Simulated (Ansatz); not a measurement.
# Li2BrF: a single-point run

Wanted: a converged single-point run for Li2BrF, and a check of what comes out. The structure is shown as the input types it. The cell is built on a prototype (ordering on rocksalt) and needn't be the phase found in nature.

Program: Ansatz 0.2.0. Level of theory: density functional or hybrid calculation with the settings of its input, plane waves (as first typed). These are calculated values, not measurements.

4 further runs of the same task are left out: 4 that didn't finish.

**1. The system as given**

It takes space group R-3m (No. 166, trigonal). Conventional cell: a = 3.471 Å, b = 3.471 Å, c = 16.405 Å, α = 90.00°, β = 90.00°, γ = 120.00°. F (site symmetry -3m) is surrounded by 6 Li at 2.28 Å. Br (site symmetry -3m) has 6 Li at 2.59 Å as nearest neighbours. Around Li (site symmetry 3m) lie 3 F at 2.28 Å and 3 Br at 2.59 Å.

Structure file:

```cif
data_structure
_symmetry_space_group_name_H-M 'P 1'
_symmetry_Int_Tables_number 1
_cell_length_a 5.8240
_cell_length_b 5.8240
_cell_length_c 5.8240
_cell_angle_alpha 34.671
_cell_angle_beta 34.671
_cell_angle_gamma 34.671
_cell_volume 57.05
loop_
_atom_site_label
_atom_site_type_symbol
_atom_site_fract_x
_atom_site_fract_y
_atom_site_fract_z
_atom_site_occupancy
F1 F 0.00000 0.00000 0.00000 1
Br1 Br 0.50000 0.50000 0.50000 1
Li1 Li 0.26702 0.26702 0.26702 1
Li2 Li 0.73298 0.73298 0.73298 1
```

**2. Input and run**

The input, input.yaml:

```yaml
crystal:
  lattice:
    - [1.7353772093, 1.0019204989, 5.468460142]
    - [-1.7353772093, 1.0019204989, 5.468460142]
    - [0.0, -2.0038409979, 5.468460142]
  atoms:
    - { symbol: F, position: [1.0, 0.0, 0.0] }
    - { symbol: Br, position: [0.5, 0.5, 0.5] }
    - { symbol: Li, position: [0.2670198432, 0.2670198432, 0.2670198432] }
    - { symbol: Li, position: [0.7329801568, 0.7329801568, 0.7329801568] }
kpoints:
  mp_grid: { grid: [6, 6, 6] }
hamiltonian:
  xc: pbesol
scf:
  occupations: { method: fixed }
  n_extra_bands: 5
  max_iter: 93
output:
  forces: true
  stress: true
  eigenvalues: true
basis:
  ecutrho_ratio: 1
```

The run is started by

```console
$ ansatz run input.yaml --threads 4 --pin off --max-ram 3686MiB --backend cpu --events-out ev --progress --plain --runs-dir out
```

**Question.** How will this run end, and is anything wrong with its input?

The program finished normally, with warnings (cutoff below recommended). Its log warns: «basis.ecutrho_ratio = 1 (ecutrho = 420 eV) is below the records' recommended 1680 eV»

Look at the input: basis.ecutrho_ratio is 1. The density cutoff must be at least four times the energy cutoff of the waves.

The test: delete basis.ecutrho_ratio (the default then holds).
